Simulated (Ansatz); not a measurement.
**NiOS: the cell at several levels of theory**

The task here is to estimate one member of a computed series from the others.

The runs shown are made with Ansatz 0.2.0. PAW datasets, plane waves, zero pressure. The calculation is spin-unpolarised, and the structure need not be a phase that has been made.

## The structure to begin with

In-plane lattice: a = 3.033 Å, b = 3.033 Å, γ = 120.0°; thickness between the outer nuclei 2.46 Å. Near Ni stand 3 O at 2.14 Å and 3 S at 2.14 Å; near O stand 3 Ni at 2.14 Å; near S stand 3 Ni at 2.14 Å.

Structure file:

```
Ni O S
1.0
     3.03272    0.00000    0.00000
    -1.51636    2.62641    0.00000
     0.00000    0.00000   18.00000
Ni O S
1 1 1
Direct
  0.00000 0.00000 0.50000
  0.33333 0.66667 0.56846
  0.66667 0.33333 0.43154
```
Two periodic directions, a and b.

Set-up of the first run:

Input file input.yaml:

```yaml
crystal:
  lattice:
    - [3.0327224, 0.0, 0.0]
    - [-1.5163612, 2.626414641, 0.0]
    - [0.0, 0.0, 18.0]
  atoms:
    - { symbol: Ni, position: [0.0, 0.0, 0.5] }
    - { symbol: O, position: [0.3333333333, 0.6666666667, 0.5684616911] }
    - { symbol: S, position: [0.6666666667, 0.3333333333, 0.4315383089] }
  periodic: [true, true, false]
kpoints:
  mp_grid: { grid: [12, 12, 1] }
hamiltonian:
  xc: pbe
scf:
  occupations: { method: fermi_dirac, width: 0.02 }
relax:
  f_tol: 0.005
  cell: {}
```

Command:

```sh
$ ansatz run input.yaml --threads 4 --pin off --max-ram 5529MiB --backend cpu --events-out ev --progress --plain --runs-dir out
```

Among the steps run: Relaxation with PBE; r2SCAN: cell and atoms; PBEsol: cell and atoms; Relaxation with LDA; HSE06: cell and atoms.

One table of the session follows, with a row left open; its other results are not shown here.

It belongs to the step «The cells side by side». 

| level | a (Å) | area (Å²/atom) |
| --- | --- | --- |
| PBE | 3.090 | 2.756 |
| r2SCAN | 3.048 | 2.682 |
| PBEsol | 3.045 | 2.676 |
| LDA | ? | ? |
| HSE06 | 3.027 | 2.646 |

Estimate the missing values for LDA.

As computed: a (Å): 3.018; area (Å²/atom): 2.629. In the column «a (Å)» it is the lowest.

The first relaxation changed the area by +3.8 % from the start. LDA gives the smallest cell and PBE the largest; they differ by 4.9 % in area, a mean of 2.4 % in length. The meshes differ: PBE 12×12×1, r2SCAN 12×12×1, PBEsol 12×12×1, LDA 12×12×1, HSE06 6×6×1.

To keep in mind: Warnings in the runs' records: slab cell height set, xc potential rough in thin density.
